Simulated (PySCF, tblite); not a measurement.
# C6H14NPSi: geometry, infrared bands and NMR shifts

What infrared bands and NMR shifts should C6H14NPSi (`[SiH3]N=[P@]12CC[C@H](CC1)C2`) show?

Computed with tblite 0.8.0 and PySCF 2.14.0, with density-fitted response routines of our own, on a single molecule in the gas phase. Atoms count from 0, in the outputs and in this text.

### 1 Starting geometry

23 atoms, charge 0, multiplicity 1; geometry from: force field or distance geometry start.

Bonds of the start (Å): Si0–N1 1.80, N1–P2 1.48, P2–C3 1.79, C3–C4 1.53, C4–C5 1.48, C5–C6 1.51, C6–C7 1.52, C5–C8 1.54, C7–P2 1.80, C8–P2 1.83, Si0–H9 1.48, Si0–H10 1.46, Si0–H11 1.46, C3–H12 1.08, C3–H13 1.13, C4–H14 1.13, C4–H15 1.10, C5–H16 1.11, C6–H17 1.11, C6–H18 1.12, C7–H19 1.10, C7–H20 1.12, C8–H21 1.10, C8–H22 1.09.

### 2 Relaxing the molecule with GFN2-xTB

The job: settings as JSON, then the geometry in Å.

```
{"job": {"kind": "relax", "xc": "GFN2-xTB", "basis": "xTB"}, "charge": 0, "multiplicity": 1}
Si     3.220100     0.492400    -0.262000
N      1.693400     0.871800    -1.141000
P      0.408600     0.347000    -0.618500
C     -0.113700    -1.317300    -1.036000
C     -1.255900    -1.465400    -0.031100
C     -1.182900    -0.403200     0.997400
C     -1.860800     0.845300     0.482900
C     -1.070900     1.361600    -0.707500
C      0.285000     0.015700     1.179900
H      3.299700     1.481500     0.840200
H      4.326100     0.650400    -1.207000
H      3.065400    -0.878700     0.229800
H     -0.416500    -1.471300    -2.060600
H      0.673700    -2.042800    -0.690000
H     -2.179500    -1.244600    -0.638100
H     -1.379300    -2.486700     0.355100
H     -1.624800    -0.729600     1.963500
H     -2.892200     0.586700     0.172700
H     -1.868800     1.588100     1.318600
H     -1.635800     1.262500    -1.646300
H     -0.806200     2.424200    -0.491200
H      0.376200     0.939900     1.771400
H      0.934400    -0.800600     1.500600
```

Launch:

```sh
> OMP_NUM_THREADS=1 python probes_run.py task.json out
```

The driver reads the jobs from task.json and runs them one after another.

**Question.** This job is followed by: GFN2-xTB harmonic vibrations, gas phase; GIAO PBE0/pcSseg-1 NMR shielding, non-relativistic, gas phase. What will the session give for the following? strongest single infrared mode (GFN2-xTB); zero-point energy (GFN2-xTB); 13C shifts against TMS (PBE0/pcSseg-1, means over atoms taken as alike); 1H shifts against TMS (PBE0/pcSseg-1, means over atoms taken as alike); 29Si shifts against TMS (PBE0/pcSseg-1); 15N shifts against NH3 (PBE0/pcSseg-1); 31P shifts against H3PO4 (PBE0/pcSseg-1).

As calculated:

| quantity | value |
| --- | --- |
| strongest single infrared mode (GFN2-xTB) | 1263 cm⁻¹, 683 km/mol |
| zero-point energy (GFN2-xTB) | 116.2 kcal/mol |
| 13C shifts against TMS (PBE0/pcSseg-1, means over atoms taken as alike) | 32.7, 32.4, 31.2, 24.1 ppm |
| 1H shifts against TMS (PBE0/pcSseg-1, means over atoms taken as alike) | 4.94, 1.98, 1.82, 1.73, 1.70, 1.49, 1.16 ppm |
| 29Si shifts against TMS (PBE0/pcSseg-1) | -66.5 ppm |
| 15N shifts against NH3 (PBE0/pcSseg-1) | 34.9 ppm |
| 31P shifts against H3PO4 (PBE0/pcSseg-1) | 20.6 ppm |

Relaxing lowered the energy by 1.073 eV in 157 steps; the close pair that moved most is Si0–N1, from 1.802 to 1.722 Å. No mode is imaginary among the 63: a minimum at this level. The strongest single mode, at 1263 cm⁻¹, moves mainly N1. Unscaled tight-binding wavenumbers are off by several per cent, some by more. Its intensities can rank the bands wrongly. At PBE0/pcSseg-1: Shielding is most anisotropic at P2 (span 294 ppm, paramagnetic term -665 ppm).
